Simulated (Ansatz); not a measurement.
# CH6OSSn: how energies converge with the basis set

One table from this session's results is given with a row withheld; the runs are named, their logs left out.

Computed with Ansatz 0.2.0, Gaussian basis. Level: one geometry, several basis sets.

Levels to be run: PBE0-D4/def2-SVP; ωB97M-V/def2-SVP; PBE0-D4/def2-QZVPP; ωB97M-V/def2-QZVPP; the functionals' def2-TZVPP values are taken from earlier runs.

## Structure used throughout

All runs share one geometry, relaxed beforehand with PBE0-D4 in a triple-zeta def2 set. Sn takes the def2 core potential; no spin-orbit term is included.

SMILES `[CH3][SnH]([OH])[SH]`, 10 atoms, charge 0, spin multiplicity 1.

Atoms are counted from 1 here; the program's logs count them from 0.

Bond lengths: C1–Sn2 2.121 Å, C1–H5 1.089 Å, C1–H6 1.090 Å, C1–H7 1.090 Å, Sn2–O3 1.968 Å, Sn2–S4 2.405 Å, Sn2–H8 1.709 Å, O3–H9 0.960 Å, S4–H10 1.344 Å. Angles: Sn2–C1–H5 110.2°, Sn2–C1–H6 109.3°, Sn2–C1–H7 108.8°, H5–C1–H6 109.7°, H5–C1–H7 109.6°, H6–C1–H7 109.2°, C1–Sn2–O3 102.9°, C1–Sn2–S4 113.0°, C1–Sn2–H8 117.6°, O3–Sn2–S4 108.1°, O3–Sn2–H8 109.8°, S4–Sn2–H8 105.2°, Sn2–O3–H9 113.0°, Sn2–S4–H10 93.2°.

Set-up of the first run:

Input file in.yaml:

```yaml
crystal:
  periodic: [false, false, false]
  atoms:
    - {symbol: C, position_ang: [-1.432200, 0.636658, -0.180630]}
    - {symbol: Sn, position_ang: [0.188898, -0.693679, 0.135027]}
    - {symbol: O, position_ang: [1.037780, 0.026272, 1.758066]}
    - {symbol: S, position_ang: [1.810042, -0.640644, -1.641285]}
    - {symbol: H, position_ang: [-1.960003, 0.375143, -1.096961]}
    - {symbol: H, position_ang: [-2.115779, 0.579417, 0.666431]}
    - {symbol: H, position_ang: [-1.042792, 1.651190, -0.259321]}
    - {symbol: H, position_ang: [-0.177760, -2.348101, 0.357146]}
    - {symbol: H, position_ang: [1.910791, -0.339228, 1.919045]}
    - {symbol: H, position_ang: [1.864124, 0.701873, -1.654516]}
basis:
  gaussian: {orbitals: def2-SVP}
hamiltonian: {xc: pbe0, dispersion: d4}
output: {orbitals: {seedname: orbitals}}
```

Among the steps run: PBE0-D4 in def2-SVP; ωB97M-V in def2-SVP; PBE0-D4 in def2-QZVPP; ωB97M-V in def2-QZVPP.

One table of the session follows, with a row left open; its other results are not shown here.

It belongs to the step «Functionals by basis». 

```
functional       basis  HOMO (eV)  LUMO (eV)
   PBE0-D4    def2-SVP      -7.21       0.00
   PBE0-D4  def2-TZVPP          ?          ?
   PBE0-D4  def2-QZVPP      -7.41      -0.50
   ωB97M-V    def2-SVP      -9.38       2.00
   ωB97M-V  def2-TZVPP      -9.59       1.41
   ωB97M-V  def2-QZVPP      -9.63       1.05
```

**Question.** Estimate the row for PBE0-D4, def2-TZVPP.

As computed: HOMO (eV): -7.38; LUMO (eV): -0.37. In the column «HOMO (eV)» it lies between PBE0-D4, def2-QZVPP (-7.41) and PBE0-D4, def2-SVP (-7.21).
